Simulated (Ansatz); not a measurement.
# triplet CHClFGeN: levels of theory compared

We compute a comparison of 5 runs (U-r2SCAN/cc-pVDZ, UB3LYP/cc-pVDZ, UCAM-B3LYP/cc-pVDZ, RPA@PBE/cc-pVDZ, UMP2/cc-pVDZ) of triplet CHClFGeN. 

Program for the calculation: Ansatz 0.2.0.

154 further runs of the same task are left out: 1 that didn't finish, 153 set aside as unsound or not needed.

## Step 1: The structure to begin with

CHClFGeN: 6 atoms, total charge 0, spin state triplet. As SMILES of the parent species, `N#[C][GeH]([F])[Cl]`. The coordinates come from a PBE0-D4/def2-TZVP relaxation. That shape belongs to the parent species and isn't relaxed for this state.

Bond lengths: N1–C2 1.151 Å, C2–Ge3 1.913 Å, Ge3–F4 1.718 Å, Ge3–Cl5 2.113 Å, Ge3–H6 1.520 Å. Angles: N1–C2–Ge3 178.0°, C2–Ge3–F4 105.5°, C2–Ge3–Cl5 108.2°, F4–Ge3–Cl5 107.8°, C2–Ge3–H6 113.0°, F4–Ge3–H6 109.5°, Cl5–Ge3–H6 112.5°.

## Step 2: A single-point energy at U-r2SCAN/cc-pVDZ (run 1)

job.yaml reads:

```yaml
basis:
  gaussian:
    orbitals: cc-pVDZ
crystal:
  periodic: [false, false, false]
  atoms:
    - {symbol: "N", position_ang: [-1.036900, -2.307000, 0.030700]}
    - {symbol: C, position_ang: [-0.544000, -1.267300, 0.040100]}
    - {symbol: Ge, position_ang: [0.237100, 0.477900, 0.107700]}
    - {symbol: F, position_ang: [1.896000, 0.253800, -0.276600]}
    - {symbol: Cl, position_ang: [-0.627600, 1.648100, -1.423900]}
    - {symbol: H, position_ang: [0.117300, 1.130400, 1.475800]}
magnetization:
  spin_polarized: true
  initial_magnetization: 2
hamiltonian:
  xc: r2scan
accuracy: high
output:
  orbitals: {seedname: orbitals}
```

Launch:

```sh
$ ansatz run job.yaml --threads 1 --pin off --max-ram 3480MiB --events-out events.jsonl --progress --plain --runs-dir runs
```

Output:

```text
Warning: RAYON_NUM_THREADS=1 ignored (pool sized by the plan → 1); use --threads N
Functional definition: r2SCAN
  name "r2SCAN"
  parameter k0 = 0.174
  parameter k1 = 0.065
  parameter a1 = 4.9479
  exchange = r2scan_x(k0 = k0, k1 = k1, a1 = a1)
  correlation = r2scan_c
2015 factors; integrals over basis functions are off by at most 4.4e-9 eV
mean field evaluation 1: about -74277.4685 eV, gradient 4.7e1 eV
mean field evaluation 2: about -74031.8537 eV, gradient 1.5e2 eV
mean field evaluation 4: about -74274.6807 eV, gradient 5.2e1 eV
mean field evaluation 8: about -74291.7483 eV, gradient 3.3e0 eV
mean field evaluation 16: about -74292.2335 eV, gradient 6.4e-3 eV
mean field evaluation 32: about -74292.1715 eV, gradient 2.5e0 eV
mean field evaluation 64: about -74291.8889 eV, gradient 2.1e0 eV
mean field -74292.23349688 eV, -2730.1892239257 hartree, gradient 3.3e-8 eV, S^2 2.007538; 8 other end points of the search recorded, 0 dependent functions left out
reference -74292.23349855 eV, -2730.1892239874 hartree; 37, 35 occupied and 55, 57 virtual orbitals, 2015 factors
Total energy: -74292.23349855 eV, -2730.1892239874 hartree
```

It took 2.8 min on 1 thread of Arm Neoverse V1, shared host; peak memory 0.48 GiB.

## Step 3: A single-point energy at UB3LYP/cc-pVDZ (run 2)

run.yaml reads:

```yaml
crystal:
  periodic: [false, false, false]
  atoms:
    - {symbol: "N", position_ang: [-1.036900, -2.307000, 0.030700]}
    - {symbol: C, position_ang: [-0.544000, -1.267300, 0.040100]}
    - {symbol: Ge, position_ang: [0.237100, 0.477900, 0.107700]}
    - {symbol: F, position_ang: [1.896000, 0.253800, -0.276600]}
    - {symbol: Cl, position_ang: [-0.627600, 1.648100, -1.423900]}
    - {symbol: H, position_ang: [0.117300, 1.130400, 1.475800]}
basis:
  gaussian:
    orbitals: cc-pVDZ
magnetization:
  spin_polarized: true
  initial_magnetization: 2
hamiltonian:
  xc: {name: B3LYP}
accuracy: high
output: {orbitals: {seedname: orbitals}}
```

Launch:

```sh
$ ansatz run run.yaml --threads 1 --pin off --max-ram 3480MiB --events-out events.jsonl --progress --plain --runs-dir runs
```

Output:

```text
Warning: RAYON_NUM_THREADS=1 ignored (pool sized by the plan → 1); use --threads N
Functional definition: B3LYP
  name "B3LYP"
  parameter a0 = 0.2
  parameter ax = 0.72
  parameter ac = 0.81
  exchange = (1 - a0 - ax)*slater_x + ax*b88_x + a0*exact_x
  correlation = (1 - ac)*vwn_rpa_c + ac*lyp_c
2015 factors; integrals over basis functions are off by at most 4.4e-9 eV
mean field evaluation 1: about -74282.7324 eV, gradient 4.7e1 eV
mean field evaluation 2: about -74075.5047 eV, gradient 1.5e2 eV
mean field evaluation 4: about -74283.9629 eV, gradient 4.4e1 eV
mean field evaluation 8: about -74297.0105 eV, gradient 1.1e0 eV
mean field evaluation 16: about -74297.1649 eV, gradient 6.7e-2 eV
mean field evaluation 32: about -74297.1679 eV, gradient 5.1e-2 eV
mean field evaluation 64: about -74296.4569 eV, gradient 4.3e0 eV
mean field -74297.16789207 eV, -2730.3705596043 hartree, gradient 1.6e-8 eV, S^2 2.004476; 7 other end points of the search recorded, 0 dependent functions left out
reference -74297.16792976 eV, -2730.3705609895 hartree; 37, 35 occupied and 55, 57 virtual orbitals, 2015 factors
Total energy: -74297.16792976 eV, -2730.3705609895 hartree
```

Wall time 60 s (1 thread of Arm Neoverse V1, shared host); peak memory 0.59 GiB.

## Step 4: The energy at UCAM-B3LYP/cc-pVDZ (run 3)

molecule.yaml reads:

```yaml
crystal:
  periodic: [false, false, false]
  atoms:
    - {symbol: "N", position_ang: [-1.036900, -2.307000, 0.030700]}
    - {symbol: C, position_ang: [-0.544000, -1.267300, 0.040100]}
    - {symbol: Ge, position_ang: [0.237100, 0.477900, 0.107700]}
    - {symbol: F, position_ang: [1.896000, 0.253800, -0.276600]}
    - {symbol: Cl, position_ang: [-0.627600, 1.648100, -1.423900]}
    - {symbol: H, position_ang: [0.117300, 1.130400, 1.475800]}
basis:
  gaussian:
    orbitals: cc-pVDZ
output:
  orbitals: {seedname: orbitals}
accuracy: high
magnetization:
  spin_polarized: true
  initial_magnetization: 2
hamiltonian:
  xc: {name: CAM-B3LYP}
```

Launch:

```sh
$ ansatz run molecule.yaml --threads 1 --pin off --max-ram 3480MiB --events-out events.jsonl --progress --plain --runs-dir runs
```

Output (excerpt; [...] marks lines left out):

```text
Warning: RAYON_NUM_THREADS=1 ignored (pool sized by the plan → 1); use --threads N
Functional definition: CAM-B3LYP
  name "CAM-B3LYP"
[...]
2015 factors; integrals over basis functions are off by at most 4.4e-9 eV
391 factors; integrals over basis functions are off by at most 1.7e-9 eV
[...]
mean field -74297.39641571 eV, -2730.3789576932 hartree, gradient 2.3e-8 eV, S^2 2.004734; 6 other end points of the search recorded, 0 dependent functions left out
reference -74297.39643396 eV, -2730.3789583638 hartree; 37, 35 occupied and 55, 57 virtual orbitals, 2015 factors
Total energy: -74297.39643396 eV, -2730.3789583638 hartree
```

It took 53 s on 1 thread of Arm Neoverse V1, shared host; peak memory 0.67 GiB.

Run 4 isn't shown in full; the table further down has it.

## Step 5: A single-point energy at UMP2/cc-pVDZ (run 5)

Changes to molecule.yaml since step 4:

```diff
@@ -10,11 +10,5 @@
 basis:
-  gaussian:
-    orbitals: cc-pVDZ
-output:
-  orbitals: {seedname: orbitals}
+  gaussian: {orbitals: cc-pVDZ}
 accuracy: high
-magnetization:
-  spin_polarized: true
-  initial_magnetization: 2
-hamiltonian:
-  xc: {name: CAM-B3LYP}
+magnetization: {spin_polarized: true, initial_magnetization: 2}
+correlation: {method: mp2, frozen_orbitals: {C: 1, Cl: 5, F: 1, Ge: 9, H: 0, "N": 1}}
```

Launch:

```sh
$ ansatz run molecule.yaml --threads 1 --pin off --max-ram 3480MiB --events-out events.jsonl --progress --plain --runs-dir runs
```

Output (excerpt; [...] marks lines left out):

```text
Warning: RAYON_NUM_THREADS=1 ignored (pool sized by the plan → 1); use --threads N
Functional definition: HF
  name "HF"
[...]
2015 factors; integrals over basis functions are off by at most 4.4e-9 eV
[...]
mean field -74207.43882884 eV, -2727.0730773512 hartree, gradient 2.1e-8 eV, S^2 2.014325; 6 other end points of the search recorded, 0 dependent functions left out
17 core orbitals not correlated: weight in the atoms' cores, before any rotation towards them, 1.000 or more for the frozen orbitals, at most 0.000 for the correlated occupied ones
reference -74207.43882884 eV, -2727.0730773512 hartree; 20, 18 occupied and 55, 57 virtual orbitals, 2015 factors
second order -17.23899434 eV of doubles, -0.00000000 eV of singles
Total energy: -74224.67782317 eV, -2727.7065987080 hartree
```

It took 51 s on 1 thread of Arm Neoverse V1, shared host; peak memory 0.46 GiB.

## Step 6: All runs side by side

```tsv
run	level	frozen core orbitals	energy (Eh)	HOMO energy (eV)	⟨S²⟩	wall time
1	U-r2SCAN/cc-pVDZ	–	-2730.189224	-3.72	2.008	2.8 min
2	UB3LYP/cc-pVDZ	–	-2730.370561	-4.30	2.004	60 s
3	UCAM-B3LYP/cc-pVDZ	–	-2730.378958	-5.90	2.005	53 s
4	RPA@PBE/cc-pVDZ	17	-2728.043888	–	2.003	1.7 min
5	UMP2/cc-pVDZ	17	-2727.706599	–	2.014	51 s
```

## Step 7: What came out

| quantity | value |
| --- | --- |
| run 5: total energy | -2727.70660 Eh |
| run 5: correlation energy (17 core orbitals frozen) | -633.5 mEh |
| run 5: ⟨S²⟩ of the reference determinant | 2.014 |

**Reading.** Totals of different functionals can't be ranked against each other. All runs together took 7.2 min, the longest 2.8 min.
